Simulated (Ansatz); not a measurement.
**BGeH₃+ (quartet): wave-function methods side by side, cc-pVDZ**

One table from this session's results is given with a row withheld; the runs are named, their logs left out.

Program: Ansatz 0.2.0, Gaussian basis. Level of theory: cc-pVDZ, core rule «outside noble gas», up to 15 orbitals frozen. These are calculated values, not measurements.

To be run: UHF; CCSD(T) on ROHF; CCSD(T) on UHF; BCCD(T) on ROHF; CISD; CCSDT(Q) on ROHF; CCSDT(Q) on UHF; CASSCF and MRCISD+Q, 9 electrons in 11 orbitals; CASSCF and NEVPT2, 9 electrons in 11 orbitals.

23 further runs of the same task are left out: 1 for a mislabelled method, 2 for a known fault of the program, 8 that didn't finish, 12 set aside as unsound or not needed.

## The geometry

The geometry is a PBE0/def2-TZVP stationary point (not a proven minimum) of the parent state, kept for this charge and spin. No spin-orbit coupling is included. The filled d shell of Ge may be among the frozen orbitals whatever the setting's name suggests; the logs give the count.

5 atoms, charge 1, spin multiplicity 4.

Atoms are counted from 1 here; the program's logs count them from 0.

Bond lengths: Ge1–B2 2.042 Å, Ge1–H3 1.540 Å, Ge1–H4 1.541 Å, Ge1–H5 1.540 Å. Angles: B2–Ge1–H3 113.2°, B2–Ge1–H4 102.7°, B2–Ge1–H5 113.2°, H3–Ge1–H4 109.4°, H3–Ge1–H5 108.8°, H4–Ge1–H5 109.4°.

Geometry (Å):

```
Ge   -0.0015    0.0000    0.2371
B     0.0296    0.0000   -1.8042
H     0.6489    1.2522    0.8545
H    -1.5097   -0.0001    0.5523
H     0.6491   -1.2522    0.8545
```

Set-up of the first run:

in.yaml

```yaml
crystal:
  periodic: [false, false, false]
  atoms:
    - {symbol: Ge, position_ang: [-0.001461, 0.000000, 0.237148]}
    - {symbol: B, position_ang: [0.029551, 0.000003, -1.804248]}
    - {symbol: H, position_ang: [0.648910, 1.252233, 0.854533]}
    - {symbol: H, position_ang: [-1.509666, -0.000094, 0.552300]}
    - {symbol: H, position_ang: [0.649065, -1.252153, 0.854532]}
basis:
  gaussian: {orbitals: cc-pVDZ}
total_charge: 1
magnetization: {spin_polarized: true, initial_magnetization: 3}
hamiltonian: {xc: hf}
output: {orbitals: {seedname: orbitals}}
```

On the command line:

```bash
$ ansatz run in.yaml --threads 1 --pin off --events-out ev --progress --plain --max-ram 2393MiB
```

Among the steps run: UHF; CCSD(T) on ROHF; CCSD(T) on UHF; BCCD(T) on ROHF; CISD; CCSDT(Q) on ROHF; CCSDT(Q) on UHF; CASSCF and MRCISD+Q, 9 electrons in 11 orbitals; CASSCF and NEVPT2, 9 electrons in 11 orbitals.

One of the session's tables, all rows but one given; the rest of the session is left out.

It belongs to the step «Misses and costs». 

```
          method  from UCCSDT(Q) (meV)
            ROHF               +4147.4
             UHF               +4039.4
            RMP2               +1118.4
            UMP2               +1101.8
           RCCSD                +176.6
           UCCSD                +173.2
        RCCSD(T)                 +61.0
        UCCSD(T)                 +58.5
         BCCD(T)                 +59.4
          RCCSDT                 +12.4
          UCCSDT                  +9.9
       RCCSDT(Q)                  +2.6
       UCCSDT(Q)                     0
  CASSCF valence               +2248.3
  NEVPT2 valence                +637.7
  MRCISD valence                +148.0
MRCISD+Q valence                     ?
```

**Question.** Estimate the row for MRCISD+Q valence.

**Answer.** from UCCSDT(Q) (meV): +51.5. In the column «from UCCSDT(Q) (meV)» it lies between RCCSDT (+12.4) and UCCSD(T) (+58.5).

Not comparable, so not listed: CISD (they don't share determinant, frozen orbitals or solution with the rows shown, or repeat one).

To keep in mind: Restricted and unrestricted rows rest on different reference determinants; where their highest levels disagree by more than a few hundredths of an eV, they describe different states and don't form one ladder.
